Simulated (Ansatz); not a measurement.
# CH5ClN2OW: basis-set convergence

The task here is to estimate one member of a computed series from the others.

Method: one geometry, several basis sets; program: Ansatz 0.2.0, Gaussian basis.

Levels to be run: PBE0-D4/def2-SVP; ωB97M-V/def2-SVP; PBE0-D4/def2-QZVPP; ωB97M-V/def2-QZVPP; the functionals' def2-TZVPP values are taken from earlier runs.

## Structure used throughout

All runs share one geometry, relaxed beforehand with PBE0-D4 in a triple-zeta def2 set. W takes the def2 core potential; no spin-orbit term is included.

SMILES `C[N]=[W]([NH2])(=[O])[Cl]`, 11 atoms, charge 0, spin multiplicity 1.

Atoms are counted from 1 here; the program's logs count them from 0.

Bond lengths: C1–N2 1.418 Å, C1–H7 1.095 Å, C1–H8 1.095 Å, C1–H9 1.095 Å, N2–W3 1.745 Å, W3–N4 1.940 Å, W3–O5 1.708 Å, W3–Cl6 2.295 Å, N4–H10 1.010 Å, N4–H11 1.008 Å. Angles: N2–C1–H7 110.0°, N2–C1–H8 110.0°, N2–C1–H9 111.9°, H7–C1–H8 107.6°, H7–C1–H9 108.7°, H8–C1–H9 108.6°, C1–N2–W3 155.5°, N2–W3–N4 105.3°, N2–W3–O5 110.6°, N2–W3–Cl6 108.6°, N4–W3–O5 109.4°, N4–W3–Cl6 112.8°, O5–W3–Cl6 110.1°, W3–N4–H10 121.9°, W3–N4–H11 125.0°, H10–N4–H11 111.3°.

The first run:

in.yaml

```yaml
crystal:
  periodic: [false, false, false]
  atoms:
    - {symbol: C, position_ang: [-0.554641, -1.117711, 1.659529]}
    - {symbol: N, position_ang: [-0.461897, -0.238675, 0.550678]}
    - {symbol: W, position_ang: [0.253296, 1.022817, -0.420021]}
    - {symbol: N, position_ang: [0.537842, 0.225779, -2.165352]}
    - {symbol: O, position_ang: [1.754785, 1.505896, 0.235984]}
    - {symbol: Cl, position_ang: [-1.189732, 2.806823, -0.483452]}
    - {symbol: H, position_ang: [-1.452723, -0.891307, 2.243189]}
    - {symbol: H, position_ang: [-0.638558, -2.152237, 1.310806]}
    - {symbol: H, position_ang: [0.318568, -1.040901, 2.316097]}
    - {symbol: H, position_ang: [1.275385, 0.537103, -2.781175]}
    - {symbol: H, position_ang: [0.157685, -0.657587, -2.466282]}
basis:
  gaussian: {orbitals: def2-SVP}
hamiltonian: {xc: pbe0, dispersion: d4}
output: {orbitals: {seedname: orbitals}}
```

Launch:

```sh
$ ansatz run in.yaml --threads 4 --pin off --events-out ev --progress --plain --max-ram 11315MiB
```

Steps of the session up to this table: PBE0-D4 in def2-SVP; ωB97M-V in def2-SVP; PBE0-D4 in def2-QZVPP; ωB97M-V in def2-QZVPP.

One table of the session follows, with a row left open; its other results are not shown here.

It belongs to the step «Functionals by basis». 

| functional | basis | HOMO (eV) |
| --- | --- | --- |
| PBE0-D4 | def2-SVP | -7.54 |
| PBE0-D4 | def2-TZVPP | ? |
| PBE0-D4 | def2-QZVPP | -7.62 |
| ωB97M-V | def2-SVP | -9.78 |
| ωB97M-V | def2-TZVPP | -9.83 |
| ωB97M-V | def2-QZVPP | -9.86 |

Q: Estimate the row for PBE0-D4, def2-TZVPP from the others.

The run gave: HOMO (eV): -7.59. In the column «HOMO (eV)» it lies between PBE0-D4, def2-QZVPP (-7.62) and PBE0-D4, def2-SVP (-7.54).
